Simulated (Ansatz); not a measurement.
# CHBClI (SMILES ClB=CI): one structure at several levels

The atoms stand at a structure displaced at random from a GFN2-xTB minimum. How far do the functionals agree with CCSD(T) there?

Method: single points in def2-TZVPP; program: Ansatz 0.2.0, Gaussian basis.

Correlated methods freeze the cores. Filled d shells of the heavier atoms are correlated. Core potentials replace the inner electrons past krypton, and spin-orbit coupling is left out.

## 1. The system as given

SMILES `ClB=CI`, 5 atoms, charge 0, spin multiplicity 1.

Atoms are counted from 1 here; the program's logs count them from 0.

Bond lengths: Cl1–B2 1.634 Å, B2–C3 1.455 Å, C3–I4 2.260 Å, C3–H5 1.081 Å. Angles: Cl1–B2–C3 175.8°, B2–C3–I4 114.0°, B2–C3–H5 134.8°, I4–C3–H5 111.1°.

Geometry (Å):

```xyz
5
charge 0, multiplicity 1
Cl   -1.06620   -1.38060    1.89970
B    -0.46010   -0.56650    0.61910
C     0.01470    0.10060   -0.58350
I     1.58460    1.68110   -0.20050
H    -0.16830   -0.01780   -1.64220
```

## 2. CCSD(T)/def2-TZVPP

Input file run/in.yaml:

```yaml
crystal:
  periodic: [false, false, false]
  atoms:
    - {symbol: Cl, position_ang: [-1.066200, -1.380600, 1.899700]}
    - {symbol: B, position_ang: [-0.460100, -0.566500, 0.619100]}
    - {symbol: C, position_ang: [0.014700, 0.100600, -0.583500]}
    - {symbol: I, position_ang: [1.584600, 1.681100, -0.200500]}
    - {symbol: H, position_ang: [-0.168300, -0.017800, -1.642200]}
basis:
  gaussian: {orbitals: def2-TZVPP}
correlation: {method: ccsd_t}
output: {forces: true}
```

No record of the launch command was kept for these runs.

## 3. PBE0-D4/def2-TZVPP

Edit run/in.yaml of step 2 so:

```diff
@@ -10,3 +10,3 @@
   gaussian: {orbitals: def2-TZVPP}
-correlation: {method: ccsd_t}
-output: {forces: true}
+hamiltonian: {xc: pbe0, dispersion: d4}
+output: {forces: true, orbitals: {seedname: orbitals}}
```

## 4. wB97M-V/def2-TZVPP

Edit run/in.yaml of step 3 so:

```diff
@@ -10,3 +10,3 @@
   gaussian: {orbitals: def2-TZVPP}
-hamiltonian: {xc: pbe0, dispersion: d4}
-output: {forces: true, orbitals: {seedname: orbitals}}
+hamiltonian: {xc: {name: wB97M-V}}
+output: {forces: true}
```

## 5. r2SCAN-D4/def2-TZVPP

Edit run/in.yaml of step 4 so:

```diff
@@ -10,3 +10,3 @@
   gaussian: {orbitals: def2-TZVPP}
-hamiltonian: {xc: {name: wB97M-V}}
+hamiltonian: {xc: r2scan, dispersion: d4}
 output: {forces: true}
```

## 6. PBE-D4/def2-TZVPP

Edit run/in.yaml of step 5 so:

```diff
@@ -10,3 +10,3 @@
   gaussian: {orbitals: def2-TZVPP}
-hamiltonian: {xc: r2scan, dispersion: d4}
+hamiltonian: {xc: pbe, dispersion: d4}
 output: {forces: true}
```

## 7. wB97X-V/def2-TZVPP

Edit run/in.yaml of step 6 so:

```diff
@@ -10,3 +10,3 @@
   gaussian: {orbitals: def2-TZVPP}
-hamiltonian: {xc: pbe, dispersion: d4}
+hamiltonian: {xc: {name: wB97X-V}}
 output: {forces: true}
```

## 8. BLYP-D4/def2-TZVPP

Edit run/in.yaml of step 7 so:

```diff
@@ -10,3 +10,3 @@
   gaussian: {orbitals: def2-TZVPP}
-hamiltonian: {xc: {name: wB97X-V}}
+hamiltonian: {xc: {name: BLYP}, dispersion: d4}
 output: {forces: true}
```

(Steps that only read results are left out.)

Q: Predict the outcome of this session. Wanted: energy less free atoms, CCSD(T)/def2-TZVPP; RMS force component; RMS force error; HOMO and LUMO, PBE0-D4; T1 diagnostic.

The runs gave:

| quantity | value |
| --- | --- |
| energy less free atoms, CCSD(T)/def2-TZVPP | -1564.4 kJ/mol |
| RMS force component | 1.423 to 1.607 eV/Å over the methods |
| RMS force error | PBE0-D4 0.179, wB97M-V 0.201, r2SCAN-D4 0.161, PBE-D4 0.137, wB97X-V 0.191, BLYP-D4 0.222 eV/Å |
| HOMO and LUMO, PBE0-D4 | -6.25 and -2.57 eV |
| T1 diagnostic | 0.012 |

In words: Against CCSD(T) the functionals' energies less atoms differ by -150.3 to -45.0 kJ/mol, PBE-D4 by -150.3 kJ/mol. A larger basis would deepen the CCSD(T) value, while the functionals are nearly converged already, so the order here is not reliable. On forces the order runs from PBE-D4 to BLYP-D4. Frozen-core CCSD(T) forces in triple zeta carry basis errors of their own, and this is one geometry, so small gaps rank nothing.
